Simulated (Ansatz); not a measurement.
# GaH₄+ (triplet): wave-function methods side by side, cc-pVDZ

The task here is to estimate one member of a computed series from the others.

The runs use Ansatz 0.2.0, Gaussian basis; cc-pVDZ, core rule «outside noble gas», up to 14 orbitals frozen.

Plan: UHF; CCSD(T) on ROHF; CCSD(T) on UHF; BCCD(T) on ROHF; CISD; CCSDT(Q) on ROHF; CCSDT(Q) on UHF; CASSCF and MRCISD+Q, 6 electrons in 8 orbitals; CASSCF and NEVPT2, 6 electrons in 8 orbitals; Full CI.

9 further runs of the same task are left out: 1 that didn't finish, 8 set aside as unsound or not needed.

## The system

The geometry is a PBE0/def2-TZVP stationary point (not a proven minimum). No spin-orbit coupling is included. The filled d shell of Ga may be among the frozen orbitals whatever the setting's name suggests; the logs give the count.

5 atoms, charge 1, spin multiplicity 3.

Atoms are counted from 1 here; the program's logs count them from 0.

Bond lengths: Ga1–H2 1.643 Å, Ga1–H3 1.643 Å, Ga1–H4 1.643 Å, Ga1–H5 1.643 Å. Angles: H2–Ga1–H3 69.0°, H2–Ga1–H4 132.8°, H2–Ga1–H5 132.8°, H3–Ga1–H4 132.8°, H3–Ga1–H5 132.8°, H4–Ga1–H5 69.0°.

Set-up of the first run:

in.yaml reads:

```yaml
crystal:
  periodic: [false, false, false]
  atoms:
    - {symbol: Ga, position_ang: [0.000000, 0.000000, 0.000000]}
    - {symbol: H, position_ang: [0.652504, 0.664105, 1.353869]}
    - {symbol: H, position_ang: [-0.662515, -0.654094, 1.353881]}
    - {symbol: H, position_ang: [-0.654085, 0.652495, -1.358743]}
    - {symbol: H, position_ang: [0.664096, -0.662506, -1.349007]}
basis:
  gaussian: {orbitals: cc-pVDZ}
total_charge: 1
magnetization: {spin_polarized: true, initial_magnetization: 2}
hamiltonian: {xc: hf}
output: {orbitals: {seedname: orbitals}}
```

Started as:

```sh
> ansatz run in.yaml --threads 1 --pin off --events-out ev --progress --plain --max-ram 2393MiB
```

Among the steps run: UHF; CCSD(T) on ROHF; CCSD(T) on UHF; BCCD(T) on ROHF; CISD; CCSDT(Q) on ROHF; CCSDT(Q) on UHF; CASSCF and MRCISD+Q, 6 electrons in 8 orbitals; CASSCF and NEVPT2, 6 electrons in 8 orbitals; Full CI.

One table of the session follows, with a row left open; its other results are not shown here.

| method | from FCI (meV) |
| --- | --- |
| ROHF | +2888.6 |
| UHF | +2520.1 |
| RMP2 | +740.2 |
| UMP2 | +776.7 |
| RCCSD | +75.2 |
| UCCSD | +62.5 |
| RCCSD(T) | +22.6 |
| UCCSD(T) | +17.1 |
| BCCD(T) | +22.3 |
| RCCSDT | +2.1 |
| UCCSDT | -3.0 |
| RCCSDT(Q) | +1.3 |
| UCCSDT(Q) | -3.9 |
| CASSCF valence | +1212.9 |
| NEVPT2 valence | +348.6 |
| MRCISD valence | ? |
| MRCISD+Q valence | +1.7 |
| FCI | 0 |

**Question.** Estimate the row for MRCISD valence.

The run gave: from FCI (meV): +31.7. In the column «from FCI (meV)» it lies between RCCSD(T) (+22.6) and UCCSD (+62.5).

Not comparable, so not listed: CISD (they don't share determinant, frozen orbitals or solution with the rows shown, or repeat one).

To keep in mind: UCCSDT, UCCSDT(Q) fall below full CI: unrestricted runs freeze a spin-polarised core, another one than full CI's, and coupled cluster isn't variational. Levels on UHF freeze UHF's core orbitals, full CI those of ROHF, so the U rows can settle a little off it for that reason alone. Restricted and unrestricted rows rest on different reference determinants; where their highest levels disagree by more than a few hundredths of an eV, they describe different states and don't form one ladder.
